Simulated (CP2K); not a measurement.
Runs of CP2K 2026.2 on GaGe. Symmetry: F-43m, No. 216, cubic system. Conventional cell: a = 5.796 Å, b = 5.796 Å, c = 5.796 Å, α = 90.00°, β = 90.00°, γ = 90.00°. Ge (site symmetry -43m) has 4 Ga at 2.51 Å as nearest neighbours. Around Ga (site symmetry -43m) lie 4 Ge at 2.51 Å. The cell comes from a database or a generator and needn't be the stable form of this composition.

```tsv
task	level	potentials or basis	smearing	EPS_DEFAULT	NGRIDS	points a segment of the path (NPOINTS)	bands added on the path	CUTOFF of the grids	gap on the mesh (eV)	pressure (GPa)	V0 of scaled cells (Å³/atom)	B0 (GPa)
band structure	M06-L	POTENTIAL_UZH Ge GTH-PBE-q4, Ga GTH-PBE-q13; TZVP-MOLOPT-PBE-GTH basis	fermi-dirac 0.05 eV	1.0E-10	4	6	6	675 Ry	none	(c)	-	-
equation of state	PBE	POTENTIAL_UZH Ge GTH-PBE-q4, Ga GTH-PBE-q13; TZVP-MOLOPT-PBE-GTH basis	fermi-dirac 0.05 eV	1.0E-10	5	-	-	450 Ry	-	-	(a)	46
band structure	PBEsol	POTENTIAL_UZH Ge GTH-PBE-q4, Ga GTH-PBE-q13; TZVP-MOLOPT-PBE-GTH basis	fermi-dirac 0.05 eV	1.0E-10	4	6	6	675 Ry	none	-1.2	-	-
band structure	TB-mBJ	POTENTIAL_UZH Ge GTH-PBE-q4, Ga GTH-PBE-q13; TZVP-MOLOPT-PBE-GTH basis	fermi-dirac 0.05 eV	1.0E-9	5	6	6	675 Ry	none	-	-	-
band structure	revPBE	POTENTIAL_UZH Ge GTH-PBE-q4, Ga GTH-PBE-q13; TZVP-MOLOPT-PBE-GTH basis	fermi-dirac 0.05 eV	1.0E-10	4	6	6	675 Ry	none	1.2	-	-
band structure	LDA	POTENTIAL_UZH Ge GTH-PBE-q4, Ga GTH-PBE-q13; TZVP-MOLOPT-PBE-GTH basis	fermi-dirac 0.05 eV	1.0E-10	4	6	6	675 Ry	none	-2.0	-	-
single point	PBEsol	POTENTIAL_UZH Ge GTH-PBE-q4, Ga GTH-PBE-q13; TZVP-MOLOPT-PBE-GTH basis	fermi-dirac 0.05 eV	1.0E-10	4	-	-	450 Ry	none	-1.1	-	-
band structure	PW91	POTENTIAL_UZH Ge GTH-PBE-q4, Ga GTH-PBE-q13; TZVP-MOLOPT-PBE-GTH basis	fermi-dirac 0.05 eV	1.0E-10	4	6	6	675 Ry	none	0.5	-	-
band structure	PBEsol	POTENTIAL_UZH Ge GTH-PBE-q4, Ga GTH-PBE-q13; TZVP-MOLOPT-PBE-GTH basis	fermi-dirac 0.0259 eV	1.0E-9	4	6	6	450 Ry	none	-1.1	-	-
equation of state	PBEsol	POTENTIAL_UZH Ge GTH-PBE-q4, Ga GTH-PBE-q13; TZVP-MOLOPT-PBE-GTH basis	fermi-dirac 0.05 eV	1.0E-10	4	-	-	450 Ry	-	-	(b)	54
band structure	PBE	POTENTIAL_UZH Ge GTH-PBE-q4, Ga GTH-PBE-q13; TZVP-MOLOPT-PBE-GTH basis	fermi-dirac 0.05 eV	1.0E-10	4	6	6	675 Ry	none	0.5	-	-
band structure	r2SCAN	POTENTIAL_UZH Ge GTH-SCAN-q4, Ga GTH-SCAN-q13; TZVP-MOLOPT-SCAN-GTH basis	fermi-dirac 0.01 eV	1.0E-9	5	8	2	675 Ry	none	-3.4	-	-
```

Alike in all rows: no spin polarisation; cell as given; k mesh 8 × 8 × 8.

Problem. Estimate the missing entries.

Solution. (a) 24.74; (b) 23.81; (c) 1.1.

Caveats: the basis of atomic orbitals isn't converged, which shifts pressures, moduli and gaps; the potentials were made for another functional, which shifts forces and pressure (some runs); this is a model potential without an energy functional, so only levels have meaning (some runs).

A k mesh can miss the band edges, and the runs leave out spin-orbit coupling on Ga, Ge.

A gap of «none» marks a metal or a gap under the smearing width.

Not every run made on this cell is shown here.
